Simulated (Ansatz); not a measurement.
# Cu: strong compression

Aim: compress Cu (fcc type) step by step, far beyond the usual range, and follow pressure and electronic structure. Methods of the runs shown: PAW. Its runs: cell relaxed at zero pressure (PAW); volume scaled by 1 (PAW); volume scaled by 0.94 (PAW); volume scaled by 0.88 (PAW); volume scaled by 0.8 (PAW); volume scaled by 0.72 (PAW); volume scaled by 0.64 (PAW); volume scaled by 0.55 (PAW); volume scaled by 0.45 (PAW and PAW (core large)).

Program: Ansatz 0.2.0. Level of theory: DFT LDA, with the methods named in each step. These are calculated values, not measurements.

### Step 1. The system as given

Symmetry: Fm-3m, No. 225, cubic system. Conventional cell: a = 3.615 Å, b = 3.615 Å, c = 3.615 Å, α = 90.00°, β = 90.00°, γ = 90.00°. Cu (site symmetry m-3m) has 12 Cu at 2.56 Å as nearest neighbours.

As a file:

```xyz
1
Lattice="0.0000 1.8075 1.8075 1.8075 0.0000 1.8075 1.8075 1.8075 0.0000" Properties=species:S:1:pos:R:3 pbc="T T T"
Cu    0.0000    0.0000    0.0000
```

Whether this phase is the stable one at these pressures isn't tested.

### Step 2. Cell relaxed at zero pressure, PAW

The input, input.yaml:

```yaml
crystal:
  lattice:
    - [0.0, 1.8074791684, 1.8074791684]
    - [1.8074791684, 0.0, 1.8074791684]
    - [1.8074791684, 1.8074791684, 0.0]
  atoms:
    - { symbol: Cu, position: [0.0, 0.0, 0.0] }
kpoints:
  mp_grid: { grid: [18, 18, 18] }
scf:
  occupations: { method: fermi_dirac, width: 0.05 }
hamiltonian:
  xc: lda
  pseudopotentials: { kind: paw }
output:
  forces: true
  stress: true
relax:
  f_tol: 0.005
  max_steps: 40
  cell: {}
```

The run is started by

```bash
$ ansatz run input.yaml --threads 1 --pin off --max-ram 2048MiB --backend cpu --events-out ev --progress --plain --runs-dir out
```

After this run come: Volume scaled by 1, PAW; Volume scaled by 0.94, PAW; Volume scaled by 0.88, PAW; Volume scaled by 0.8, PAW; Volume scaled by 0.72, PAW; Volume scaled by 0.64, PAW; Volume scaled by 0.55, PAW; Volume scaled by 0.45, PAW; Volume scaled by 0.45, PAW (core large).

Before running it: what results should come out? Wanted: PAW pressure at 0.45 of the volume; PAW; fitted bulk modulus at zero pressure.

**Answer**, as computed:

| quantity | value |
| --- | --- |
| PAW pressure at 0.45 of the volume | 1037.3 GPa |
| PAW (core large) pressure at 0.45 of the volume | 1037.3 GPa |
| fitted bulk modulus at zero pressure (PAW) | 197 GPa |
| its pressure derivative | 4.64 |

By PAW the pressure climbs to 1037 GPa at 0.45 of the first volume. A third-order Birch-Murnaghan curve fits the range only roughly (B₀ = 197 GPa, B′ = 4.64, misfit at most 7.17 GPa). A fit over so wide a range leans to the high pressures, so B₀ can be off by several per cent. No all-electron run checks these rows here, and frozen cores can fail under such compression. The ions are at rest, and the electrons smeared by 0.05 eV.
